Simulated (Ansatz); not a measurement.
This script drives Ansatz's Python interface.

`c3h5al.py`
```python
"""Potential curve of C3H5Al along one bond."""

import ansatz as az
import numpy as np

BASIS_SET = "cc-pVDZ"
XC = "r2scan"

system = (
    az.Crystal.molecule()
    .atom("C", (0.247, 0.9255, -1.0541))
    .atom("C", (0.0066, -0.1027, -0.0484))
    .atom("C", (0.1647, -1.4775, 0.2988))
    .atom("Al", (-0.4942, -0.4813, 1.6284))
    .atom("H", (0.1755, 0.5166, -2.0988))
    .atom("H", (-0.6148, 1.7352, -0.9736))
    .atom("H", (1.2046, 1.4681, -0.9002))
    .atom("H", (0.5977, -2.4433, 0.0197))
    .atom("H", (-1.1986, -0.1869, 3.1111))
)

symbols = [site.symbol for site in system.cartesian_sites]
start = np.array([site.position_ang for site in system.cartesian_sites])
axis = (start[8] - start[3]) / np.linalg.norm(start[8] - start[3])
moving = [8]
lengths, energies = [1.42, 1.53, 1.67, 1.83, 2.08, 2.5, 3.0, 3.67], []
for length in lengths:
    xyz = start.copy()
    xyz[moving] += (length - np.linalg.norm(start[8] - start[3])) * axis
    point = az.Crystal.molecule()
    for symbol, place in zip(symbols, xyz):
        point = point.atom(symbol, place.tolist())
    base = (
        point.calculation()
        .basis(gaussian=BASIS_SET)
        .functional(XC)
        .spin("collinear")
    )
    data = base.run(threads=1, pin="off").report
    energies.append(data["free_energy_ev"])
    print(f"r = {length:6.3f} A  E = {energies[-1]:.5f} eV  <S^2> = {abs(data['mean_field']['state']['spin_squared']):.3f}")

print("energy above the lowest point (eV):", [round(e - min(energies), 3) for e in energies])
```

It is started by `python c3h5al.py`. Estimate its wall time and peak memory on 1 thread of Arm Neoverse V1, on a shared host.

It took about 100 s, with a peak of 0.31 GiB, for 8 runs of the engine.

```console
$ python c3h5al.py
r =  1.420 A  E = -9783.44958 eV  <S^2> = 0.000
r =  1.530 A  E = -9783.64838 eV  <S^2> = 0.000
r =  1.670 A  E = -9783.62128 eV  <S^2> = 0.000
r =  1.830 A  E = -9783.36472 eV  <S^2> = 0.000
r =  2.080 A  E = -9782.74643 eV  <S^2> = 0.000
r =  2.500 A  E = -9781.61910 eV  <S^2> = 0.000
r =  3.000 A  E = -9780.79339 eV  <S^2> = 0.628
r =  3.670 A  E = -9780.39860 eV  <S^2> = 0.889
energy above the lowest point (eV): [0.199, 0.0, 0.027, 0.284, 0.902, 2.029, 2.855, 3.25]
```

Total energies depend on the basis set; only differences at equal settings carry meaning. The rest of the molecule is held rigid at a force-field or estimated start geometry, and the basis set is modest; single-reference methods fail as a bond breaks. The expectation value of S² is noticeably off S(S+1) in at least one run, so that state is spin-contaminated.
